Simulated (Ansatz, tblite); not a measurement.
# (ZnTe)6 ring (Zn6Te6): rung by rung

One table from this session's results is given with a row withheld; the runs are named, their logs left out.

Computed with Ansatz 0.2.0, Gaussian basis. Level: as each input shows.

Levels to be run: GFN1-xTB, GFN2-xTB, PBE-D4/def2-TZVP, r2SCAN-D4/def2-TZVP, PBE-QIDH/def2-TZVP, B3LYP-D4/def2-TZVP, B97M-V/def2-TZVP, PBE-D4/def2-SVP, PBE0-D4/def2-SVP, RPA/def2-SVP.

6 further runs of the same task are left out: 5 that didn't finish, 1 set aside as unsound or not needed.

**The relaxed structure**

The singlet was relaxed beforehand with PBE-D4/def2-SVP.

12 atoms, charge 0, spin multiplicity 1.

Bond lengths: Zn1–Te2 2.485 Å, Zn1–Te12 2.488 Å, Te2–Zn3 2.485 Å, Zn3–Te4 2.488 Å, Te4–Zn5 2.487 Å, Zn5–Te6 2.487 Å, Te6–Zn7 2.488 Å, Zn7–Te8 2.485 Å, Te8–Zn9 2.486 Å, Zn9–Te10 2.487 Å, Te10–Zn11 2.487 Å, Zn11–Te12 2.487 Å. Angles: Te2–Zn1–Te12 177.8°, Zn1–Te2–Zn3 76.1°, Te2–Zn3–Te4 177.8°, Zn3–Te4–Zn5 73.9°, Te4–Zn5–Te6 176.9°, Zn5–Te6–Zn7 73.8°, Te6–Zn7–Te8 177.7°, Zn7–Te8–Zn9 75.5°, Te8–Zn9–Te10 177.8°, Zn9–Te10–Zn11 74.5°, Te10–Zn11–Te12 176.8°, Zn1–Te12–Zn11 74.6°.

As a file:

```xyz
12
charge 0, multiplicity 1
Zn   -0.70845   -0.66545    2.82997
Te   -1.23448    1.74633    3.12010
Zn   -2.54190    1.08753    1.11175
Te   -3.76807    0.42709   -0.94939
Zn   -1.83414    1.79481   -1.70655
Te    0.18148    3.07714   -2.39757
Zn    0.70988    0.68050   -2.80337
Te    1.17980   -1.73765   -3.13347
Zn    2.52222   -1.10821   -1.13858
Te    3.78680   -0.45032    0.89980
Zn    1.85838   -1.79179    1.71703
Te   -0.15150   -3.05998    2.45028
```

Te takes a core potential in the def2 sets. No spin-orbit coupling is included.

PBE0-D4/def2-TZVP was run before; its log isn't repeated, and its numbers join the tables.

Set-up of the first run:

Tight binding, by tblite at 300 K electronic temperature and without a spin-polarisation term:

```python
tblite.interface.Calculator('GFN1-xTB', numbers, positions, charge=0, uhf=0).singlepoint()
```

Tight binding, by tblite at 300 K electronic temperature and without a spin-polarisation term:

```python
tblite.interface.Calculator('GFN2-xTB', numbers, positions, charge=0, uhf=0).singlepoint()
```

start.molden holds the orbitals of an earlier run on this state, given as this run's starting guess.

Contents of in.yaml:

```yaml
crystal:
  periodic: [false, false, false]
  atoms:
    - {symbol: Zn, position_ang: [-0.708454, -0.665450, 2.829973]}
    - {symbol: Te, position_ang: [-1.234477, 1.746332, 3.120103]}
    - {symbol: Zn, position_ang: [-2.541902, 1.087532, 1.111748]}
    - {symbol: Te, position_ang: [-3.768074, 0.427092, -0.949395]}
    - {symbol: Zn, position_ang: [-1.834137, 1.794809, -1.706550]}
    - {symbol: Te, position_ang: [0.181481, 3.077140, -2.397570]}
    - {symbol: Zn, position_ang: [0.709876, 0.680499, -2.803374]}
    - {symbol: Te, position_ang: [1.179800, -1.737654, -3.133469]}
    - {symbol: Zn, position_ang: [2.522216, -1.108210, -1.138581]}
    - {symbol: Te, position_ang: [3.786797, -0.450316, 0.899803]}
    - {symbol: Zn, position_ang: [1.858378, -1.791791, 1.717032]}
    - {symbol: Te, position_ang: [-0.151504, -3.059981, 2.450278]}
basis:
  gaussian: {orbitals: def2-TZVP, fitting: {mean_field: def2-universal-jkfit}, initial_orbitals: start.molden}
hamiltonian: {xc: pbe, dispersion: d4}
scf: {omitted_lower_state_checks: [starts]}
output: {forces: true, orbitals: {seedname: orbitals}}
```

On the command line:

```sh
ansatz run in.yaml --threads 2 --pin off --events-out ev --progress --plain --max-ram 32768MiB --backend cuda --devices 0, --max-vram 18GiB
```

Steps of the session up to this table: PBE-D4/def2-TZVP; r2SCAN-D4/def2-TZVP; PBE-QIDH/def2-TZVP; B3LYP-D4/def2-TZVP; B97M-V/def2-TZVP; PBE-D4/def2-SVP; PBE0-D4/def2-SVP; RPA/def2-SVP.

One of the session's tables, all rows but one given; the rest of the session is left out.

It belongs to the step «Binding energy». 

```
              level  binding an atom (eV)
    PBE-D4/def2-SVP                 2.044
   PBE-D4/def2-TZVP                 1.915
r2SCAN-D4/def2-TZVP                 1.947
   B97M-V/def2-TZVP                 1.755
 B3LYP-D4/def2-TZVP                 1.724
   PBE0-D4/def2-SVP                 2.005
  PBE0-D4/def2-TZVP                     ?
 PBE-QIDH/def2-TZVP                 1.947
       RPA/def2-SVP                 1.350
```

**Question.** Estimate the row for PBE0-D4/def2-TZVP.

The run gave: binding an atom (eV): 1.916. In the column «binding an atom (eV)» it lies between PBE-D4/def2-TZVP (1.915) and r2SCAN-D4/def2-TZVP (1.947).

To keep in mind: Free atoms were run apart at each level; binding is atoms less cluster, divided by the number of atoms, without zero-point or spin-orbit terms.
